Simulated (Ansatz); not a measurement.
# BrClFHSSi: ladder of methods at one geometry

How do the methods compare on BrClFHSSi, in result and in cost? Wanted for BrClFHSSi: a ladder of methods at one geometry.

Computed with Ansatz 0.2.0, driven from Python. The levels of theory stand in the script.

**1. The structure**

Bond lengths: F1–Si2 1.654 Å, Si2–S3 2.119 Å, Si2–Cl4 1.972 Å, Si2–Br5 2.207 Å, S3–H6 1.374 Å. Angles: F1–Si2–S3 107.8°, F1–Si2–Cl4 109.3°, F1–Si2–Br5 110.1°, S3–Si2–Cl4 109.8°, S3–Si2–Br5 109.3°, Cl4–Si2–Br5 110.5°, Si2–S3–H6 95.4°.

The script holds or builds the structure itself.

**2. The code**

The input, brclfhssi_methods.py:

```python
"""One geometry of BrClFHSSi, method by method."""

from pathlib import Path
import warnings

import ansatz
import numpy as np

GEOMETRY = """
F     1.09580   -0.85460   -1.13200
Si   -0.20810   -0.14140   -0.40540
S     0.05120   -0.29740    1.69150
Cl   -1.85200   -1.08640   -0.94570
Br   -0.32020    1.98880   -0.97100
H     1.27540    0.32690    1.71640
"""

warnings.simplefilter("ignore", ansatz.DeckWarning)

system = ansatz.Crystal.molecule()
for line in GEOMETRY.strip().splitlines():
    symbol, *xyz = line.split()
    system = system.atom(symbol, [float(v) for v in xyz])

setup = system.calculation().basis(gaussian="def2-SVP")

print("functional    E (Ha)        dipole (D)   HOMO (eV)  LUMO (eV)")
for name in ["b3lyp", "r2scan0", "r2scan", "cam_b3lyp", "lda"]:
    summary = setup.functional(name).forces().orbitals().run(threads=1, runs_dir="runs").report
    lines = Path(summary["orbitals_path"]).read_text().splitlines()
    field_of = lambda key: [line.split("=")[1].strip() for line in lines if line.startswith(key)]
    orbitals = [(27.211386 * float(e), s, float(n)) for e, s, n in zip(field_of("Ene="), field_of("Spin="), field_of("Occup="))]
    homo = max(e for e, _, n in orbitals if n > 0.5)
    lumo = min(e for e, _, n in orbitals if n < 0.5)
    dipole = 4.803205 * np.linalg.norm(summary["charge_distribution"]["dipole_moment_e_ang"])
    print(f"{name:10s} {summary['free_energy_ev'] / 27.211386246:14.6f} {dipole:9.3f} {homo:11.3f} {lumo:10.3f}")
```

**3. The calls as engine input**

The engine receives this input (first run):

```yaml
crystal:
  periodic: [false, false, false]
  atoms:
    - { symbol: F, position_ang: [1.0958, -0.8546, -1.132] }
    - { symbol: Si, position_ang: [-0.2081, -0.1414, -0.4054] }
    - { symbol: S, position_ang: [0.0512, -0.2974, 1.6915] }
    - { symbol: Cl, position_ang: [-1.852, -1.0864, -0.9457] }
    - { symbol: Br, position_ang: [-0.3202, 1.9888, -0.971] }
    - { symbol: H, position_ang: [1.2754, 0.3269, 1.7164] }
basis:
  gaussian:
    orbitals: def2-SVP
hamiltonian:
  xc: b3lyp
output:
  orbitals: {}
  forces: true
```

**4. Running it**

Launch:

```
> python brclfhssi_methods.py
```

The log of the run:

```text
functional    E (Ha)        dipole (D)   HOMO (eV)  LUMO (eV)
b3lyp        -3821.987381     0.816      -7.649     -0.501
r2scan0      -3821.768780     0.867      -8.257     -0.201
r2scan       -3821.796419     0.807      -7.067     -1.044
cam_b3lyp    -3822.044489     0.819      -9.246      0.903
lda          -3813.710757     0.825      -6.739     -1.476
```

Wall time 36 s (1 thread of Arm Neoverse V1, shared host); peak memory 0.37 GiB.

**5. Inputs of later runs**

The engine's inputs for some of the other runs:

Run 2, against run 1:

```diff
@@ -14 +14 @@
-  xc: b3lyp
+  xc: r2scan0
```

Run 3, against run 1:

```diff
@@ -14 +14 @@
-  xc: b3lyp
+  xc: r2scan
```

Run 4, against run 1:

```diff
@@ -14 +14 @@
-  xc: b3lyp
+  xc: cam_b3lyp
```

Lines on the test bed's own set-up are left out of the output.

**6. The engine's runs**

The 5 runs, in the order started:

```csv
run,functional,energy (eV),SCF cycles,CPU time (s)
1,b3lyp,-104001.5749,16,5.9
2,r2scan0,-103995.6264,16,11
3,r2scan,-103996.3785,17,9.8
4,cam_b3lyp,-104003.1288,15,6.6
5,lda,-103776.3564,16,2.2
```

Totals hang on method, basis and potentials, so only like runs compare.

The fields below are those of run 1.

**7. The molecule's orbitals and density**

Orbitals, density, ELF and potential are computed afterwards from the orbital file.

Frontier orbitals at B3LYP/def2-SVP, with the share of their density that lies nearest to each atom:

```csv
orbital,energy (eV),lies on
HOMO,-7.65,S3 72 %; Br5 16 %; H6 8 %
LUMO,-0.50,Si2 33 %; Br5 28 %; S3 17 %
```

ELF in a plane through or near 2 of the atoms.

Ten even steps from '0' (0.00) to '9' (1.00):
```
0000000000000000000000000000
0000000000000000000000000000
0000000000000000000000000000
0000000000000000000000000000
0000000123320000123331000000
0000002578773100357775420000
0000013789885201468887641000
0000012678887522677888752000
0000124776678601478888752000
0000489997567267237676641000
0001799997435145123211100000
0000599995112333653000000000
0000146740002578776310000000
0000000000036752347763000000
0000000000258833247863100000
0000000000257887688752000000
0000000000135677776431000000
0000000000002344433210000000
0000000000000000000000000000
0000000000000000000000000000
```
The map spans 9.5 Å across and 9.4 Å up, centred on the molecule. Atoms in the plane (x, y in Å): Si2 (0.5, 0.1), H6 (-2.2, -0.1).

log10 of the density (e/Å³) in the same plane.

Values, 10 rows by 14 columns:
```
-4.0 -4.0 -4.0 -4.0 -4.0 -4.0 -4.0 -4.0 -4.0 -4.0 -4.0 -4.0 -4.0 -4.0
-4.0 -4.0 -4.0 -4.0 -4.0 -4.0 -4.0 -4.0 -4.0 -3.8 -3.8 -4.0 -4.0 -4.0
-4.0 -4.0 -3.8 -2.9 -2.3 -2.1 -2.4 -2.8 -2.1 -1.7 -1.8 -2.3 -3.5 -4.0
-4.0 -3.9 -2.5 -1.6 -0.9 -0.7 -1.1 -1.4 -0.9 -0.4 -0.4 -1.1 -2.2 -4.0
-4.0 -3.2 -1.9 -1.0 -0.2 -0.1 -0.3 -0.3 -0.3 -0.1 -0.1 -0.9 -2.0 -3.8
-4.0 -3.2 -1.7 -0.7 -0.1 -0.6 -0.5  0.8  0.1 -0.7 -1.2 -1.8 -3.0 -4.0
-4.0 -3.7 -2.6 -1.9 -1.5 -1.6 -0.9 -0.2 -0.1 -0.6 -1.5 -2.5 -3.9 -4.0
-4.0 -4.0 -4.0 -3.7 -3.0 -1.8 -0.7  0.2  0.9 -0.1 -1.2 -2.3 -3.9 -4.0
-4.0 -4.0 -4.0 -4.0 -3.7 -2.3 -1.4 -0.8 -0.6 -1.0 -1.8 -2.8 -4.0 -4.0
-4.0 -4.0 -4.0 -4.0 -4.0 -3.8 -2.8 -2.3 -2.3 -2.5 -3.2 -4.0 -4.0 -4.0
```
The map spans 9.5 Å across and 9.4 Å up, centred on the molecule. Atoms in the plane (x, y in Å): Si2 (0.5, 0.1), H6 (-2.2, -0.1).

On the surface of density 0.002 e/bohr³ the electrostatic potential runs, from the 1st to the 99th percentile, from -0.79 V near F1 to 1.61 V near H6.

**8. Summary of results**

| quantity | value |
| --- | --- |
| runs compared | 5 |
| HOMO-LUMO gap of the mean field (B3LYP/def2-SVP) | 7.15 eV |

In words: The dearest, run 2 (r2scan0), took some 4.9 times as long as run 5 (lda). The geometry is a force-field or estimated start, not a minimum of this method, and the basis set is short of its limit. A lower total doesn't mark the better method: functionals have no common bound, and MP2 and coupled cluster aren't variational. b3lyp holds the VWN-RPA fit, as in Gaussian; the form of ORCA and Turbomole is b3lyp5. Levels such as HOMO and LUMO are orbital energies: with these approximate functionals they aren't the ionisation energy and electron affinity, and their gap isn't the fundamental gap.
